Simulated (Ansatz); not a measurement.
# (Cl2B-mu-SMe)2 (C₂H₆B₂Cl₄S₂): geometry, orbitals and charge

Aim: characterise (Cl2B-mu-SMe)2 (C₂H₆B₂Cl₄S₂) as a singlet: its structure, frontier levels and distribution of charge.

Computed with Ansatz 0.2.0, Gaussian basis. Level: RKS PBE0-D4/def2-TZVP.

Plan: relaxation at PBE-D4/def2-SVP; a single point at PBE0-D4/def2-TZVP.

**1. Where the work starts**

16 atoms, charge 0, spin multiplicity 1.

Atoms are counted from 1 here; the program's logs count them from 0.

Bond lengths: B1–Cl2 1.778 Å, B1–Cl3 1.776 Å, B1–S4 2.049 Å, B1–S9 2.044 Å, S4–C5 1.824 Å, S4–B6 2.045 Å, C5–H11 1.084 Å, C5–H12 1.085 Å, C5–H13 1.085 Å, B6–Cl7 1.778 Å, B6–Cl8 1.776 Å, B6–S9 2.050 Å, S9–C10 1.824 Å, C10–H14 1.085 Å, C10–H15 1.085 Å, C10–H16 1.085 Å. Angles: Cl2–B1–Cl3 116.1°, Cl2–B1–S4 112.4°, Cl2–B1–S9 112.1°, Cl3–B1–S4 109.6°, Cl3–B1–S9 109.9°, S4–B1–S9 94.8°, B1–S4–C5 104.8°, B1–S4–B6 85.3°, C5–S4–B6 104.0°, S4–C5–H11 107.8°, S4–C5–H12 110.2°, S4–C5–H13 106.7°, H11–C5–H12 110.9°, H11–C5–H13 110.6°, H12–C5–H13 110.4°, S4–B6–Cl7 112.1°, S4–B6–Cl8 110.0°, S4–B6–S9 94.7° and more.

Geometry (Å):

```xyz
16

B     0.7011   -0.0468   -1.5337
Cl    2.2984   -0.1492   -0.7607
Cl    0.6905   -0.0442   -3.3099
S    -0.4034    1.5329   -0.8383
C     0.4912    2.1089    0.6433
B    -1.6793    0.1055   -0.1207
Cl   -1.7692    0.1222    1.6545
Cl   -3.2303    0.1898   -0.9823
S    -0.5836   -1.4736   -0.8329
C     0.2634   -2.1533    0.6323
H    -0.2464    2.3930    1.3855
H     1.1379    1.3234    1.0202
H     1.0778    2.9688    0.3386
H    -0.2913   -3.0364    0.9316
H     0.2701   -1.4221    1.4338
H     1.2732   -2.4188    0.3387
```

The start is a GFN2-xTB geometry.

**2. Optimising with PBE-D4/def2-SVP**

Input file in.yaml:

```yaml
crystal:
  periodic: [false, false, false]
  atoms:
    - {symbol: B, position_ang: [0.701060, -0.046820, -1.533720]}
    - {symbol: Cl, position_ang: [2.298420, -0.149230, -0.760670]}
    - {symbol: Cl, position_ang: [0.690520, -0.044210, -3.309870]}
    - {symbol: S, position_ang: [-0.403410, 1.532930, -0.838330]}
    - {symbol: C, position_ang: [0.491170, 2.108920, 0.643270]}
    - {symbol: B, position_ang: [-1.679350, 0.105510, -0.120680]}
    - {symbol: Cl, position_ang: [-1.769150, 0.122180, 1.654520]}
    - {symbol: Cl, position_ang: [-3.230310, 0.189850, -0.982350]}
    - {symbol: S, position_ang: [-0.583610, -1.473610, -0.832880]}
    - {symbol: C, position_ang: [0.263360, -2.153270, 0.632340]}
    - {symbol: H, position_ang: [-0.246410, 2.392960, 1.385530]}
    - {symbol: H, position_ang: [1.137920, 1.323390, 1.020190]}
    - {symbol: H, position_ang: [1.077840, 2.968770, 0.338590]}
    - {symbol: H, position_ang: [-0.291310, -3.036410, 0.931650]}
    - {symbol: H, position_ang: [0.270070, -1.422120, 1.433750]}
    - {symbol: H, position_ang: [1.273200, -2.418840, 0.338670]}
basis:
  gaussian: {orbitals: def2-SVP}
hamiltonian: {xc: pbe, dispersion: d4}
scf: {lower_state_search: "off"}
output: {orbitals: {seedname: orbitals}}
relax: {f_tol: 0.03, max_steps: 70}
```

The run is started by

```
$ ansatz run in.yaml --threads 2 --pin off --events-out ev --progress --plain --max-ram 22528MiB --backend cuda --devices 0, --max-vram 18GiB
```

The runs that follow: Single point, PBE0-D4/def2-TZVP.

Q: Predict the results of all the runs planned. Wanted: point group; commonest bond, hydrogen aside; HOMO, LUMO at PBE0-D4/def2-TZVP; dipole at PBE-D4/def2-SVP.

As calculated:

| quantity | value |
| --- | --- |
| point group | C2 |
| commonest bond, hydrogen aside | B–Cl, 4 of mean length 1.809 Å |
| HOMO, LUMO at PBE0-D4/def2-TZVP | -8.13, -0.81 eV |
| dipole at PBE-D4/def2-SVP | 3.81 D |

In words: The molecule keeps its bonding pattern by the stored test; the atoms moved 0.31 Å (rms). No usable vibrations, so a minimum isn't proven. The HOMO lies nearest to S4, S9 about 33 % each and the LUMO to S4, S9 about 21 % each; B1, B6 about 18 % each. The point group is read from a loosely relaxed geometry; soft torsions can leave it below the true symmetry.
